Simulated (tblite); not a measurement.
# C6H7N2O: the cost of one run

Programs: tblite 0.8.0 and PySCF 2.14.0, with density-fitted response routines of our own. Each step states its level of theory. These are calculated values for one molecule in the gas phase, unless marked as measured. Atoms count from 0, in the outputs and in this text.

## Step 1: Starting geometry

16 atoms, charge 0, multiplicity 2; geometry from: force field or distance geometry start.

Bonds of the start (Å): C0–N1 1.28, N1–C2 1.41, C2–C3 1.35, C3–C4 1.48, C4–C5 1.50, C5–N6 1.44, C4–C7 1.49, C7–O8 1.26, C7–C2 1.46, C0–H9 1.08, C0–H10 1.08, C3–H11 1.08, C4–H12 1.11, C5–H13 1.11, N6–H14 1.03, N6–H15 1.06.

## Step 2: Optimising the geometry with GFN2-xTB

The job: settings as JSON, then the geometry in Å.

```
{"job": {"kind": "relax", "xc": "GFN2-xTB", "basis": "xTB"}, "charge": 0, "multiplicity": 2}
C      3.414900     0.104700    -0.864700
N      2.629400     0.179900     0.140800
C      1.233600     0.345100     0.076600
C      0.277400     0.337400    -0.881500
C     -0.834000     0.614000     0.061200
C     -1.802200    -0.514600     0.270000
N     -3.131400     0.046000     0.264100
C      0.237800     0.638400     1.102000
O      0.189800     0.824800     2.344600
H      3.048400     0.175600    -1.880500
H      4.471100    -0.029200    -0.664200
H      0.383300     0.151200    -1.938500
H     -1.294700     1.618200    -0.055400
H     -1.519000    -1.018300     1.214800
H     -3.771100    -0.350200    -0.433800
H     -3.540800     0.153300     1.232900
```

Command:

```bash
$ OMP_NUM_THREADS=1 python probes_run.py task.json out
```

The driver reads the jobs from task.json and runs them one after another.

**Question.** How long does this first job take on 1 thread of Intel Xeon at 2.50GHz, shared host, and how much memory does it need?

About 2.7 s, with a peak of 0.18 GiB.
